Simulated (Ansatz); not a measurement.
**InPd: phonons and Grüneisen parameters**

Aim: phonons by finite displacements on a 2×2×2 mesh of wavevectors, at three volumes, and the mode Grüneisen parameters. Runs: cell and atoms relaxed (PAW); reference run (PAW); volume scaled by 0.980 (PAW); volume scaled by 1.020 (PAW); mode Grüneisen parameters (PAW); displacement of 0.06 Å (PAW).

Method: DFT PBEsol, frozen-core PAW, scalar-relativistic unless said, in Ansatz 0.2.0.

### 1 Starting point

Symmetry: Pm-3m, No. 221, cubic system. Conventional cell: a = 3.272 Å, b = 3.272 Å, c = 3.272 Å, α = 90.00°, β = 90.00°, γ = 90.00°. In (site symmetry m-3m) is surrounded by 8 Pd at 2.83 Å. Around Pd (site symmetry m-3m) lie 8 In at 2.83 Å.

As a file:

```xyz
2
Lattice="3.2719 0.0000 0.0000 0.0000 3.2719 0.0000 0.0000 0.0000 3.2719" Properties=species:S:1:pos:R:3 pbc="T T T"
In    0.0000    0.0000    0.0000
Pd    1.6359    1.6359    1.6359
```

Cartesian axes are those of the input's lattice vectors. The structure goes back to a database entry.

### 2 Cell and atoms relaxed, PAW

The input, input.yaml:

```yaml
crystal:
  lattice:
    - [3.27188478, 0.0, 0.0]
    - [0.0, 3.27188478, 0.0]
    - [0.0, 0.0, 3.27188478]
  atoms:
    - { symbol: In, position: [0.0, 0.0, 0.0] }
    - { symbol: Pd, position: [0.5, 0.5, 0.5] }
kpoints:
  mp_grid: { grid: [12, 12, 12] }
scf:
  occupations: { method: fermi_dirac, width: 0.1 }
hamiltonian:
  xc: pbesol
  pseudopotentials: { kind: paw }
relax:
  f_tol: 0.002
  max_steps: 80
  cell: {}
output:
  forces: true
  stress: true
  write_density: true
  write_potential: true
  elf: true
  volumetric_format: npy
```

Started as:

```sh
> ansatz run input.yaml --threads 1 --pin off --max-ram 3072MiB --backend cpu --events-out ev --progress --plain --runs-dir out
```

### 3 Reference run, PAW

The input, input.yaml:

```yaml
crystal:
  lattice:
    - [3.2480179769, 0.0, 0.0]
    - [0.0, 3.2480179769, 0.0]
    - [0.0, 0.0, 3.2480179769]
  atoms:
    - { symbol: In, position: [0.0, 0.0, 0.0] }
    - { symbol: Pd, position: [0.5, 0.5, 0.5] }
kpoints:
  mp_grid: { grid: [12, 12, 12] }
scf:
  occupations: { method: fermi_dirac, width: 0.1 }
hamiltonian:
  xc: pbesol
  pseudopotentials: { kind: paw }
phonons:
  qmesh: [2, 2, 2]
  qpath:
    path:
      - [0.0, 0.0, 0.0]
      - [0.0, 0.5, 0.0]
      - [0.5, 0.5, 0.0]
      - [0.0, 0.0, 0.0]
      - [0.5, 0.5, 0.5]
      - [0.0, 0.5, 0.0]
      - [0.5, 0.5, 0.5]
      - [0.5, 0.5, 0.0]
    npoints: 6
  temperatures: { t_min: 0, t_max: 1000, t_step: 100 }
```

### 4 Volume scaled by 0.980, PAW

input.yaml: that of step 3 with these lines changed.

```diff
@@ -2,5 +2,5 @@
   lattice:
-    - [3.2480179769, 0.0, 0.0]
-    - [0.0, 3.2480179769, 0.0]
-    - [0.0, 0.0, 3.2480179769]
+    - [3.2262185417, 0.0, 0.0]
+    - [0.0, 3.2262185417, 0.0]
+    - [0.0, 0.0, 3.2262185417]
   atoms:
```

### 5 Volume scaled by 1.020, PAW

input.yaml: that of step 4 with these lines changed.

```diff
@@ -2,5 +2,5 @@
   lattice:
-    - [3.2262185417, 0.0, 0.0]
-    - [0.0, 3.2262185417, 0.0]
-    - [0.0, 0.0, 3.2262185417]
+    - [3.26952865661, 0.0, 0.0]
+    - [0.0, 3.26952865661, 0.0]
+    - [0.0, 0.0, 3.26952865661]
   atoms:
```

### 7 Displacement of 0.06 Å, PAW

input.yaml: that of step 5 with these lines changed.

```diff
@@ -2,5 +2,5 @@
   lattice:
-    - [3.26952865661, 0.0, 0.0]
-    - [0.0, 3.26952865661, 0.0]
-    - [0.0, 0.0, 3.26952865661]
+    - [3.2480179769, 0.0, 0.0]
+    - [0.0, 3.2480179769, 0.0]
+    - [0.0, 0.0, 3.2480179769]
   atoms:
@@ -29 +29,2 @@
   temperatures: { t_min: 0, t_max: 1000, t_step: 100 }
+  amplitude: 0.06
```

(Steps that only read results are left out.)

Q: Predict the outcome of this session. Wanted: highest mode on the mesh, without the LO shift; optical modes at Γ.

As calculated:

```
                                            quantity           value
highest mode on the mesh, without the LO shift (PAW)        174 cm⁻¹
                                  optical modes at Γ  144 (T1u) cm⁻¹
             mean Grüneisen parameter at 300 K (PAW)            2.82
```

**Reading.** No mode on the mesh is unstable; the highest lies at 174 cm⁻¹ by PAW. Weighted by heat capacity at 300 K the mean Grüneisen parameter of the sampled modes is 2.82, which points to expansion on heating. Each set of modes is computed in the harmonic approximation. Cautions: frozen-core PAW files fitted under PBE, their cores solved anew for the functional of the run; responses of metals move with mesh and smearing.
